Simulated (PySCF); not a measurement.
# C₄H₇BFN: electronic excitations

Aim: predict the electronic excitations of C₄H₇BFN (`CC#[N+][BH2-]/C=C/F`).

Programs: PySCF 2.14.0, with density-fitted response routines of our own. Each step states its level of theory. These are calculated values for one molecule in the gas phase, unless marked as measured. Atoms are numbered from 0 throughout.

## Step 1: The molecule as given

14 atoms, charge 0, multiplicity 1; geometry from: GFN2-xTB.

Bonds of the start (Å): C0–C1 1.43, C1–N2 1.15, N2–B3 1.47, B3–C4 1.60, C4–C5 1.31, C5–F6 1.37, C0–H7 1.09, C0–H8 1.09, C0–H9 1.09, B3–H10 1.19, B3–H11 1.19, C4–H12 1.08, C5–H13 1.08.

## Step 2: TDDFT and polarisability: wB97X-D/def2-SVPD

What the job is given:

```
{"job": {"kind": "uv", "xc": "wB97X-D", "basis": "def2-SVPD", "nstates": 8, "ntriplets": 3}, "charge": 0, "multiplicity": 1}
C      2.566240     0.962959     0.009836
C      1.427848     0.098194     0.016525
N      0.519597    -0.605214     0.024048
B     -0.661762    -1.479257     0.025141
C     -1.964821    -0.595908    -0.281574
C     -2.016731     0.696715    -0.515331
F     -3.185795     1.354778    -0.772156
H      2.248781     1.984856    -0.198309
H      3.059662     0.933123     0.981567
H      3.268189     0.644478    -0.761017
H     -0.702769    -1.967424     1.112425
H     -0.466444    -2.286518    -0.830723
H     -2.904514    -1.133071    -0.298745
H     -1.188159     1.391815    -0.538833
```

With the program's defaults for keys left out, this is: TDDFT wB97X-D/def2-SVPD, vertical, gas phase, core orbitals frozen in the response.

Command:

```console
$ OMP_NUM_THREADS=1 python probes_run.py task.json out
```

The driver reads the jobs from task.json and runs them one after another.

Predict these results of the whole session: lowest singlet (wB97X-D/def2-SVPD); brightest single state of those computed; lowest triplet.

As calculated:

| quantity | value |
| --- | --- |
| lowest singlet (wB97X-D/def2-SVPD) | 5.09 eV (244 nm), f = 0.001 |
| brightest single state of those computed | state 7, 7.17 eV, f = 0.236 |
| lowest triplet | 4.60 eV |

In words: The first singlet state (HOMO→LUMO 0.95) lies at 5.09 eV and is weak; of the 8 states computed, the strongest absorption comes from state 7 at 7.17 eV. The lowest triplet lies 0.49 eV below the lowest singlet (triplets in Tamm-Dancoff, singlets in full TDDFT).
